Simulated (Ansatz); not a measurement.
Runs of Ansatz 0.2.0 on Sr2SO. Symmetry: P4/mmm, No. 123, tetragonal system. The conventional cell has a = 4.043 Å, b = 4.043 Å, c = 5.718 Å, α = 90.00°, β = 90.00°, γ = 90.00°. Sr (site symmetry 4/mmm) has 2 O at 2.86 Å and 4 S at 2.86 Å as nearest neighbours. Sr (site symmetry 4/mmm) is surrounded by 2 S at 2.86 Å and 4 O at 2.86 Å. Around S (site symmetry 4/mmm) lie 6 Sr at 2.86 Å. Around O (site symmetry 4/mmm) lie 6 Sr at 2.86 Å. The cell comes from a database or a generator and needn't be the stable form of this composition.

```csv
share of exact exchange,gap on the mesh (eV),pressure (GPa)
0.2,(b),(c)
0.05,(a),-0.4
0.15,2.94,-0.8
0.1,2.69,-0.6
```

Alike in all rows: task single point; level HSE06 form with a typed share of exact exchange; potentials or basis Ansatz PAW; no spin polarisation; cell as given; k mesh 4 × 4 × 3; cutoff (eV) 420; smearing fermi-dirac 0.05 eV.

Task: Estimate the missing entries.

Result: (a) 2.45; (b) 3.19; (c) -1.0.

Caveats: odd divisions of the mesh miss points on the zone boundary, where band edges often lie, so the gap on the mesh can be too wide; the PAW data sets come from PBE, with cores solved anew for the run's functional, which leaves a small shift of forces and pressure; the thresholds are loose for stress.

A k mesh can miss the band edges, and the runs leave out spin-orbit coupling on Sr.
